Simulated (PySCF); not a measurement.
# Accurate constants of GeF, step by step

One table from this session's results is given with a row withheld; the runs are named, their logs left out.

Method: CCSD(T) on ROHF, scalar-relativistic core potentials; program: PySCF 2.14.0.

2 further runs of the same task are left out: 2 set aside as unsound or not needed.

The first run:

- molecule: GeF
- state: doublet, unpaired electrons π ↑
- smaller basis: Ge cc-pwCVDZ-PP with ECP10, F aug-cc-pVDZ
- larger basis: Ge cc-pwCVTZ-PP with ECP10, F aug-cc-pVTZ
- frozen core orbitals: 5
- extrapolation: correlation as n⁻³ (n = 2, 3), Hartree–Fock as (n+1)·exp(−9√n)
- corrections: none
- distances (Å): 1.5509, 1.6214, 1.6918, 1.7623, 1.8328, 1.9210, 2.0091
- masses (u): 73.9212, 18.9984
- dissociation limit: Ge + F

On the command line:

```console
> OMP_NUM_THREADS=4 python comp.py task.json out
```

Steps of the session up to this table: Coupled cluster at each distance.

One table of the session follows, with a row left open; its other results are not shown here.

```
                 level  Re (Å)  ωe (cm⁻¹)  ωexe (cm⁻¹)  αe (cm⁻¹)  De (eV)
CCSD(T), smaller basis       ?          ?            ?          ?        ?
 CCSD(T), larger basis  1.7500      659.3         3.13    0.00266    5.219
                HF/CBS  1.7270      697.0         3.48    0.00274    3.527
               MP2/CBS  1.7481      660.4         3.07    0.00264    5.552
              CCSD/CBS  1.7399      675.2         3.18    0.00266    5.099
           CCSD(T)/CBS  1.7466      663.5         3.15    0.00267    5.286
```

Q: Estimate the row for CCSD(T), smaller basis from the others.

As computed: Re (Å): 1.7729; ωe (cm⁻¹): 633.7; ωexe (cm⁻¹): 2.69; αe (cm⁻¹): 0.00247; De (eV): 5.011. In the column «Re (Å)» it is the highest.

An extrapolation from double and triple zeta is rough, so this isn't yet the limit.
